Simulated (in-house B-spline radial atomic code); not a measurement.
# Pt⁴¹⁺: ionisation energy by several methods

Aim: the ionisation energy of Pt⁴¹⁺ by several methods, each as the difference of two self-consistent energies (Pt⁴¹⁺ and the next ion, [Ar] 3d10 4s2 4p6).

The numbers are computed with in-house B-spline radial atomic code version 1 (scalar-relativistic (X2C), several functionals, spin-polarised; spherical all-electron atom at the radial basis limit), except any that are marked as measured or tabulated.

## Step 1: Starting point

| Item | Value |
| --- | --- |
| element | platinum (Z = 78) |
| charge | +41 |
| electrons | 37 |
| configuration | [Kr] 4d1 |
| nucleus | Fermi, rms radius 5.427 fm |

The outer shells:

[Kr] 4d1
```
[Kr] core
4d [↑ ][  ][  ][  ][  ]
```

Where spins are not typed, each open shell is filled with up spins first.

## Step 2: BLYP, a GGA

Settings of the run:

```ini
Z = 78
electrons = 37.0
configuration = [Kr] 4d1
hamiltonian = x2c
method = b88,lyp
spin_polarised = True
nucleus = fermi
rms_radius = 5.427
mass_number = 195
atomic_mass = 194.964794325
speed_of_light = 137.035999084
```

## Step 3: LDA (VWN5)

Changes to the settings of step 2:

```diff
@@ -4,3 +4,3 @@
 hamiltonian = x2c
-method = b88,lyp
+method = lda,vwn
 spin_polarised = True
```

## Step 4: RPBE, a GGA

Changes to the settings of step 3:

```diff
@@ -4,3 +4,3 @@
 hamiltonian = x2c
-method = lda,vwn
+method = rpbe,pbe
 spin_polarised = True
```

## Step 5: r2SCAN, a meta-GGA

Changes to the settings of step 4:

```diff
@@ -4,3 +4,3 @@
 hamiltonian = x2c
-method = rpbe,pbe
+method = r2scan
 spin_polarised = True
```

## Step 6: SCAN, a meta-GGA

Changes to the settings of step 5:

```diff
@@ -4,3 +4,3 @@
 hamiltonian = x2c
-method = r2scan
+method = scan,scan
 spin_polarised = True
```

**Question.** The tabulated ionisation energy is 1941 ± 4 eV (tabulated theoretical; NIST Atomic Spectra Database). What does each method give, and which comes nearest?

**Answer**, as computed:

| method | rung | total energy (hartree) | ΔSCF (eV) | −ε highest (eV) | ΔSCF less tabulated (eV) |
| --- | --- | --- | --- | --- | --- |
| LDA (VWN5) | LDA | -17337.3734 | 1929.51 | 1900.29 (4d up) | -11.49 |
| BLYP | GGA | -17350.6122 | 1929.06 | 1899.97 (4d up) | -11.94 |
| RPBE | GGA | -17350.1069 | 1929.12 | 1900.08 (4d up) | -11.88 |
| r2SCAN | meta-GGA | -17349.3625 | 1927.21 | 1898.75 (4d up) | -13.79 |
| SCAN | meta-GGA | -17350.1515 | 1927.35 | 1898.86 (4d up) | -13.65 |

**Reading.** Against the tabulated ionisation energy, 1941 ± 4 eV (tabulated theoretical; NIST Atomic Spectra Database), the best here is LDA (VWN5) (-11.49 eV) and the worst r2SCAN (-13.79 eV, or 0.71 %). Mean absolute error by rung (exchange-only levels left out): LDA 11.49 eV, GGA 11.91 eV, meta-GGA 13.72 eV. All methods miss on the same side by much the same amount, which points to something that they share. Relativistic terms that these runs lack can be as large as the gaps between close methods, so the nearest may be so by luck. Spin-orbit coupling is left out. Open shells are averaged (over orientations, and over spins where the run is restricted), while tables refer to the lowest levels.

Members of this set that are not shown: 2 used exact exchange with fractional occupations of an open shell, which is unsound here.
